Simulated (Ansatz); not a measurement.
# C8H16: vertical ionisation energy

An exercise on one series of results from a longer session: the logs are not shown, and one member is left open.

The runs use Ansatz 0.2.0, Gaussian basis; unrestricted cation, the program's frozen cores in correlated methods.

Plan: UKS PBE-D4/def2-TZVPP; UKS r2SCAN-D4/def2-TZVPP; UKS PBE0-D4/def2-TZVPP; UKS B3LYP-D4/def2-TZVPP; UKS wB97X-V/def2-TZVPP; UKS wB97M-V/def2-TZVPP; UKS B2PLYP/def2-TZVPP; UHF-CCSD(T)/def2-TZVPP; UHF-MP2/def2-QZVPP; extrapolation to the limit; then −ε(HOMO) from the neutral's earlier runs with LDA (SPW92), PBE-D4, revPBE-D4, BLYP-D4, r2SCAN-D4, B97M-V, PBE0-D4, B3LYP-D4, r2SCANh-D4, r2SCAN0-D4, HSE06-D4, BHLYP-D4, CAM-B3LYP-D4, LC-ωPBE, ωB97X-V, ωB97M-V.

## Structure used throughout

The geometry comes from an earlier relaxation with PBE0-D4 in a triple-zeta def2 set; it is a stationary point, not always the lowest conformer.

24 atoms, charge 0, spin multiplicity 1.

Atoms are counted from 1 here; the program's logs count them from 0.

Bond lengths: C1–C2 1.518 Å, C1–H9 1.093 Å, C1–H10 1.093 Å, C1–H11 1.095 Å, C2–C3 1.524 Å, C2–C8 1.524 Å, C2–H12 1.100 Å, C3–C4 1.521 Å, C3–H13 1.099 Å, C3–H14 1.095 Å, C4–C5 1.524 Å, C4–H15 1.099 Å, C4–H16 1.095 Å, C5–C6 1.518 Å, C5–C7 1.524 Å, C5–H17 1.100 Å, C6–H18 1.093 Å, C6–H19 1.095 Å and more. Angles: C2–C1–H9 111.4°, C2–C1–H10 111.4°, C2–C1–H11 110.7°, H9–C1–H10 107.9°, H9–C1–H11 107.6°, H10–C1–H11 107.6°, C1–C2–C3 111.6°, C1–C2–C8 111.6°, C1–C2–H12 108.3°, C3–C2–C8 110.0°, C3–C2–H12 107.6°, C8–C2–H12 107.6°, C2–C3–C4 112.2°, C2–C3–H13 108.6°, C2–C3–H14 109.9°, C4–C3–H13 109.4°, C4–C3–H14 110.3°, H13–C3–H14 106.3° and more.

As a file:

| atom | x (Å) | y (Å) | z (Å) |
| --- | --- | --- | --- |
| C1 | 2.3120 | 1.0032 | -1.4781 |
| C2 | 0.9475 | 0.5122 | -1.0283 |
| C3 | 1.0070 | -0.9235 | -0.5197 |
| C4 | -0.3487 | -1.4191 | -0.0406 |
| C5 | -0.9475 | -0.5122 | 1.0283 |
| C6 | -2.3120 | -1.0032 | 1.4782 |
| C7 | -1.0070 | 0.9235 | 0.5197 |
| C8 | 0.3486 | 1.4191 | 0.0405 |
| H9 | 2.2606 | 2.0239 | -1.8666 |
| H10 | 2.7268 | 0.3652 | -2.2630 |
| H11 | 3.0182 | 1.0018 | -0.6416 |
| H12 | 0.2710 | 0.5294 | -1.8954 |
| H13 | 1.7265 | -0.9723 | 0.3090 |
| H14 | 1.3960 | -1.5807 | -1.3046 |
| H15 | -1.0421 | -1.4632 | -0.8915 |
| H16 | -0.2657 | -2.4417 | 0.3426 |
| H17 | -0.2710 | -0.5294 | 1.8953 |
| H18 | -2.2605 | -2.0240 | 1.8665 |
| H19 | -3.0183 | -1.0016 | 0.6417 |
| H20 | -2.7267 | -0.3653 | 2.2633 |
| H21 | -1.7265 | 0.9723 | -0.3090 |
| H22 | -1.3961 | 1.5807 | 1.3046 |
| H23 | 1.0420 | 1.4633 | 0.8915 |
| H24 | 0.2656 | 2.4416 | -0.3427 |

The first run:

Input file in.yaml:

```yaml
crystal:
  periodic: [false, false, false]
  atoms:
    - {symbol: C, position_ang: [2.312022, 1.003231, -1.478079]}
    - {symbol: C, position_ang: [0.947457, 0.512181, -1.028311]}
    - {symbol: C, position_ang: [1.006982, -0.923538, -0.519711]}
    - {symbol: C, position_ang: [-0.348667, -1.419091, -0.040575]}
    - {symbol: C, position_ang: [-0.947450, -0.512179, 1.028290]}
    - {symbol: C, position_ang: [-2.311981, -1.003235, 1.478152]}
    - {symbol: C, position_ang: [-1.007010, 0.923529, 0.519668]}
    - {symbol: C, position_ang: [0.348633, 1.419096, 0.040531]}
    - {symbol: H, position_ang: [2.260603, 2.023913, -1.866570]}
    - {symbol: H, position_ang: [2.726831, 0.365166, -2.263045]}
    - {symbol: H, position_ang: [3.018200, 1.001776, -0.641558]}
    - {symbol: H, position_ang: [0.271016, 0.529443, -1.895382]}
    - {symbol: H, position_ang: [1.726488, -0.972339, 0.308993]}
    - {symbol: H, position_ang: [1.396042, -1.580726, -1.304613]}
    - {symbol: H, position_ang: [-1.042057, -1.463228, -0.891506]}
    - {symbol: H, position_ang: [-0.265688, -2.441652, 0.342593]}
    - {symbol: H, position_ang: [-0.270955, -0.529415, 1.895320]}
    - {symbol: H, position_ang: [-2.260550, -2.023973, 1.866495]}
    - {symbol: H, position_ang: [-3.018262, -1.001636, 0.641719]}
    - {symbol: H, position_ang: [-2.726670, -0.365263, 2.263254]}
    - {symbol: H, position_ang: [-1.726514, 0.972297, -0.309040]}
    - {symbol: H, position_ang: [-1.396085, 1.580726, 1.304556]}
    - {symbol: H, position_ang: [1.042012, 1.463266, 0.891468]}
    - {symbol: H, position_ang: [0.265640, 2.441648, -0.342658]}
basis:
  gaussian: {orbitals: def2-TZVPP}
total_charge: 1
magnetization: {spin_polarized: true, initial_magnetization: 1}
hamiltonian: {xc: pbe, dispersion: d4}
```

Command:

```console
$ ansatz run in.yaml --threads 4 --pin off --events-out ev --progress --plain --max-ram 66560MiB --backend cuda --devices 0, --max-vram 37GiB
```

Among the steps run: Cation, UKS PBE-D4/def2-TZVPP; Cation, UKS r2SCAN-D4/def2-TZVPP; Cation, UKS PBE0-D4/def2-TZVPP; Cation, UKS B3LYP-D4/def2-TZVPP; Cation, UKS wB97X-V/def2-TZVPP; Cation, UKS wB97M-V/def2-TZVPP; Cation, UKS B2PLYP (frozen core)/def2-TZVPP; Cation, UHF-CCSD(T)/def2-TZVPP; Cation, UHF-MP2/def2-QZVPP.

One of the session's tables, all rows but one given; the rest of the session is left out.

It belongs to the step «Ionisation energies side by side». For comparison, −ε(HOMO) of the neutral from earlier runs:

| functional | −ε(HOMO) (eV) |
| --- | --- |
| LDA (SPW92) | 6.90 |
| PBE-D4 | 6.83 |
| revPBE-D4 | 6.78 |
| BLYP-D4 | 6.76 |
| r2SCAN-D4 | 7.07 |
| B97M-V | 7.24 |
| PBE0-D4 | 8.12 |
| B3LYP-D4 | ? |
| r2SCANh-D4 | 7.55 |
| r2SCAN0-D4 | 8.28 |
| HSE06-D4 | 7.72 |
| BHLYP-D4 | 9.40 |
| CAM-B3LYP-D4 | 9.53 |
| LC-ωPBE | 10.81 |
| ωB97X-V | 10.51 |
| ωB97M-V | 10.39 |

Estimate the missing values for B3LYP-D4.

Worked estimate for «−ε(HOMO) (eV)». Against the share of exact exchange, BLYP-D4 (0, 6.76), BHLYP-D4 (0.5, 9.40) give a slope of 5.28 per unit share; at 0.2 the line stands at 7.82.

The run gave: −ε(HOMO) (eV): 7.96. In «−ε(HOMO) (eV)» the line misses by -0.14.
